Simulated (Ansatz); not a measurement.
# LiNbP2: the cost of one run

Computed with Ansatz 0.2.0 (DFT PBE, scalar-relativistic, plane waves, PAW, unless a step's input says otherwise).

### 1 The system as given

It takes space group P-6m2 (No. 187, hexagonal). The conventional cell has a = 3.669 Å, b = 3.669 Å, c = 11.374 Å, α = 90.00°, β = 90.00°, γ = 120.00°. Around Li (site symmetry 3m) lie 6 P at 2.55 Å and 1 Nb at 2.84 Å and 1 Li at 2.84 Å. Around Nb (site symmetry 3m) lie 6 P at 2.55 Å and 1 Li at 2.84 Å and 1 Nb at 2.84 Å. Around P (site symmetry -6m2) lie 6 Li at 2.55 Å. Around P (site symmetry -6m2) lie 6 Nb at 2.55 Å. P (site symmetry 3m) is surrounded by 3 Li at 2.55 Å and 3 Nb at 2.55 Å.

Coordinates:

```cif
data_structure
_symmetry_space_group_name_H-M 'P 1'
_symmetry_Int_Tables_number 1
_cell_length_a 3.6691
_cell_length_b 3.6691
_cell_length_c 11.3741
_cell_angle_alpha 90.000
_cell_angle_beta 90.000
_cell_angle_gamma 120.000
_cell_volume 132.60
loop_
_atom_site_label
_atom_site_type_symbol
_atom_site_fract_x
_atom_site_fract_y
_atom_site_fract_z
_atom_site_occupancy
Li1 Li 0.00000 0.00000 0.87500 1
Li2 Li 0.00000 0.00000 0.12500 1
Nb1 Nb 0.00000 0.00000 0.37500 1
Nb2 Nb 0.00000 0.00000 0.62500 1
P1 P 0.33333 0.66667 0.00000 1
P2 P 0.33333 0.66667 0.50000 1
P3 P 0.66667 0.33333 0.25000 1
P4 P 0.66667 0.33333 0.75000 1
```

The cell is invented: ordered mixture on the cation sites of nickel arsenide (P-6m2, No. 187). The dimensions are guesses.

### 2 A first look at the guess

Input file input.yaml:

```yaml
crystal:
  lattice:
    - [3.66906475, 0.0, 0.0]
    - [-1.83453237, 3.17750328, 0.0]
    - [0.0, 0.0, 11.37410072]
  atoms:
    - { symbol: Li, position: [0.0, 0.0, 0.875] }
    - { symbol: Li, position: [0.0, 0.0, 0.125] }
    - { symbol: Nb, position: [0.0, 0.0, 0.375] }
    - { symbol: Nb, position: [0.0, 0.0, 0.625] }
    - { symbol: P, position: [0.33333333, 0.66666667, 0.0] }
    - { symbol: P, position: [0.33333333, 0.66666667, 0.5] }
    - { symbol: P, position: [0.66666667, 0.33333333, 0.25] }
    - { symbol: P, position: [0.66666667, 0.33333333, 0.75] }
basis:
  ecutwfc: 420
kpoints:
  mp_grid: { grid: [6, 6, 2] }
hamiltonian:
  xc: pbe
scf:
  occupations: { method: gaussian, width: 0.1 }
  lower_state_search: "off"
output:
  forces: true
  stress: true
  eigenvalues: true
```

Launch:

```
$ ansatz run input.yaml --threads 1 --pin off --max-ram 2560MiB --backend cpu --events-out ev --progress --plain --runs-dir out
```

**Question.** How long does this run take on 1 thread of Arm Neoverse N1, shared host, and how much memory does it need?

About 9.7 s, with a peak of 0.34 GiB.
